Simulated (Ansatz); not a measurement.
**C4H8Sn: one species, many methods**

An exercise on one series of results from a longer session: the logs are not shown, and one member is left open.

Program: Ansatz 0.2.0, Gaussian basis. Level of theory: functionals in def2-TZVPP, the program's frozen cores in correlated methods. These are calculated values, not measurements.

Levels to be run: LDA (SPW92), PBE-D4, revPBE-D4, BLYP-D4, r2SCAN-D4, B97M-V, PBE0-D4, B3LYP-D4, r2SCANh-D4, r2SCAN0-D4, HSE06-D4, BHLYP-D4, CAM-B3LYP-D4, LC-ωPBE, ωB97X-V, ωB97M-V, B2PLYP, PBE-QIDH; CCSD(T)/def2-SVP; CCSD(T)/def2-TZVPP; MP2/def2-QZVPP; extrapolation to the limit; RPA on PBE.

### The relaxed structure

All runs share one geometry, relaxed beforehand with PBE0-D4 in a triple-zeta def2 set. Sn takes the def2 core potential; no spin-orbit term is included.

13 atoms, charge 0, spin multiplicity 1.

Atoms are counted from 1 here; the program's logs count them from 0.

Bond lengths: C1–C2 1.328 Å, C1–H6 1.087 Å, C1–H7 1.088 Å, C2–Sn3 2.128 Å, C2–H8 1.088 Å, Sn3–C4 2.125 Å, Sn3–H9 1.712 Å, Sn3–H10 1.712 Å, C4–C5 1.328 Å, C4–H11 1.088 Å, C5–H12 1.088 Å, C5–H13 1.087 Å. Angles: C2–C1–H6 122.2°, C2–C1–H7 121.9°, H6–C1–H7 115.9°, C1–C2–Sn3 121.9°, C1–C2–H8 118.9°, Sn3–C2–H8 119.2°, C2–Sn3–C4 107.8°, C2–Sn3–H9 109.6°, C2–Sn3–H10 111.1°, C4–Sn3–H9 111.2°, C4–Sn3–H10 107.9°, H9–Sn3–H10 109.3°, Sn3–C4–C5 122.8°, Sn3–C4–H11 118.6°, C5–C4–H11 118.6°, C4–C5–H12 122.0°, C4–C5–H13 122.3°, H12–C5–H13 115.8°.

Set-up of the first run:

in.yaml

```yaml
crystal:
  periodic: [false, false, false]
  atoms:
    - {symbol: C, position_ang: [-1.067739, 1.917770, 0.557542]}
    - {symbol: C, position_ang: [-0.212271, 1.345552, 1.396219]}
    - {symbol: Sn, position_ang: [0.758868, -0.490637, 0.932943]}
    - {symbol: C, position_ang: [-0.184062, -1.306054, -0.788465]}
    - {symbol: C, position_ang: [0.415322, -1.379090, -1.971196]}
    - {symbol: H, position_ang: [-1.311563, 1.481277, -0.407830]}
    - {symbol: H, position_ang: [-1.565674, 2.855506, 0.794432]}
    - {symbol: H, position_ang: [-0.007008, 1.829947, 2.348372]}
    - {symbol: H, position_ang: [0.639913, -1.556375, 2.266998]}
    - {symbol: H, position_ang: [2.409662, -0.235924, 0.558088]}
    - {symbol: H, position_ang: [-1.205623, -1.670097, -0.699158]}
    - {symbol: H, position_ang: [-0.083860, -1.791425, -2.845467]}
    - {symbol: H, position_ang: [1.434534, -1.035347, -2.127577]}
basis:
  gaussian: {orbitals: def2-TZVPP}
hamiltonian: {xc: lda}
output: {orbitals: {seedname: orbitals}}
```

Started as:

```bash
$ ansatz run in.yaml --threads 4 --pin off --events-out ev --progress --plain --max-ram 11315MiB
```

Among the steps run: LDA; PBE-D4 (GGA); revPBE-D4 (GGA); BLYP-D4 (GGA); r2SCAN-D4 (meta-GGA); B97M-V (meta-GGA); PBE0-D4 (hybrid); B3LYP-D4 (hybrid); r2SCANh-D4 (hybrid); r2SCAN0-D4 (hybrid); HSE06-D4 (hybrid); BHLYP-D4 (hybrid); CAM-B3LYP-D4 (range-separated); LC-ωPBE (range-separated); ωB97X-V (range-separated); ωB97M-V (range-separated); B2PLYP (double hybrid); PBE-QIDH (double hybrid).

One table of the session follows, with a row left open; its other results are not shown here.

It belongs to the step «Orbital energies across the functionals». 

```
  functional  HOMO (eV)  gap (eV)
 LDA (SPW92)      -6.79      5.20
      PBE-D4      -6.66      5.29
   revPBE-D4      -6.60      5.33
     BLYP-D4      -6.50      5.29
   r2SCAN-D4      -6.87      5.73
      B97M-V      -6.91      5.79
     PBE0-D4      -7.78      7.42
    B3LYP-D4      -7.56      6.97
  r2SCANh-D4      -7.29      6.51
  r2SCAN0-D4      -7.93      7.68
    HSE06-D4          ?         ?
    BHLYP-D4      -8.74      9.41
CAM-B3LYP-D4      -9.09      9.84
     LC-ωPBE     -10.46     12.35
     ωB97X-V     -10.09     11.87
     ωB97M-V      -9.98     11.52
```

**Question.** Estimate the row for HSE06-D4.

As computed: HOMO (eV): -7.38; gap (eV): 6.64. In the column «HOMO (eV)» it lies between B3LYP-D4 (-7.56) and r2SCANh-D4 (-7.29).
